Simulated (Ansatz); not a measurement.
# CH7BGeS: a ladder of functionals and wavefunction methods

The task here is to estimate one member of a computed series from the others.

Program: Ansatz 0.2.0, Gaussian basis. Level of theory: functionals in def2-TZVPP, the program's frozen cores in correlated methods. These are calculated values, not measurements.

Plan: PBE-D4, r2SCAN-D4, PBE0-D4, B3LYP-D4, ωB97X-V, ωB97M-V, B2PLYP; CCSD(T)/def2-TZVPP; MP2/def2-QZVPP; extrapolation to the limit.

## Structure used throughout

All runs share one geometry, relaxed beforehand with PBE0-D4 in a triple-zeta def2 set.

SMILES `BS[CH2][GeH3]`, 11 atoms, charge 0, spin multiplicity 1.

Atoms are counted from 1 here; the program's logs count them from 0.

Bond lengths: B1–S2 1.750 Å, B1–H5 1.192 Å, B1–H6 1.194 Å, S2–C3 1.810 Å, C3–Ge4 1.966 Å, C3–H7 1.091 Å, C3–H8 1.089 Å, Ge4–H9 1.535 Å, Ge4–H10 1.536 Å, Ge4–H11 1.540 Å. Angles: S2–B1–H5 115.7°, S2–B1–H6 121.3°, H5–B1–H6 123.0°, B1–S2–C3 105.6°, S2–C3–Ge4 111.8°, S2–C3–H7 107.1°, S2–C3–H8 109.5°, Ge4–C3–H7 109.7°, Ge4–C3–H8 110.4°, H7–C3–H8 108.3°, C3–Ge4–H9 108.6°, C3–Ge4–H10 109.0°, C3–Ge4–H11 109.7°, H9–Ge4–H10 109.8°, H9–Ge4–H11 110.0°, H10–Ge4–H11 109.7°.

Set-up of the first run:

in.yaml reads:

```yaml
crystal:
  periodic: [false, false, false]
  atoms:
    - {symbol: B, position_ang: [-0.762861, 1.994174, 0.596865]}
    - {symbol: S, position_ang: [0.858580, 1.362418, 0.407293]}
    - {symbol: C, position_ang: [0.712787, -0.427417, 0.636845]}
    - {symbol: Ge, position_ang: [0.137386, -1.331688, -1.011691]}
    - {symbol: H, position_ang: [-0.876830, 3.174053, 0.470366]}
    - {symbol: H, position_ang: [-1.682318, 1.275937, 0.848520]}
    - {symbol: H, position_ang: [1.696889, -0.793756, 0.932551]}
    - {symbol: H, position_ang: [0.013799, -0.633897, 1.446628]}
    - {symbol: H, position_ang: [-1.259296, -0.818478, -1.390580]}
    - {symbol: H, position_ang: [1.133328, -1.004787, -2.134046]}
    - {symbol: H, position_ang: [0.093735, -2.853559, -0.782150]}
basis:
  gaussian: {orbitals: def2-TZVPP}
hamiltonian: {xc: pbe, dispersion: d4}
output: {forces: true, orbitals: {seedname: orbitals}}
```

Started as:

```bash
$ ansatz run in.yaml --threads 4 --pin off --events-out ev --progress --plain --max-ram 10444MiB
```

Among the steps run: PBE-D4 (GGA); r2SCAN-D4 (meta-GGA); PBE0-D4 (hybrid); B3LYP-D4 (hybrid); ωB97X-V (range-separated); ωB97M-V (range-separated); B2PLYP (double hybrid); CCSD(T) in def2-TZVPP; MP2 in def2-QZVPP.

One of the session's tables, all rows but one given; the rest of the session is left out.

```
            method  atomisation energy (eV)
            PBE-D4                   37.128
         r2SCAN-D4                   37.059
           PBE0-D4                   36.831
          B3LYP-D4                        ?
           ωB97X-V                   37.042
           ωB97M-V                   36.892
            B2PLYP                   36.383
     HF/def2-TZVPP                   27.639
    MP2/def2-TZVPP                   36.210
   CCSD/def2-TZVPP                   35.618
CCSD(T)/def2-TZVPP                   36.095
           MP2/CBS                   36.955
       CCSD(T)/CBS                   36.840
```

Q: Estimate the row for B3LYP-D4 from the others.

**Answer.** atomisation energy (eV): 36.794. In the column «atomisation energy (eV)» it lies between B2PLYP (36.383) and PBE0-D4 (36.831).

Among the levels timed on like hardware and quicker than the yardstick, those that no quicker one beats, quickest first: PBE-D4 (2.4 s, +0.288 eV); PBE0-D4 (3 s, -0.009 eV).

B2PLYP carry no dispersion term (for B3LYP, D4 adds 0.403 eV).
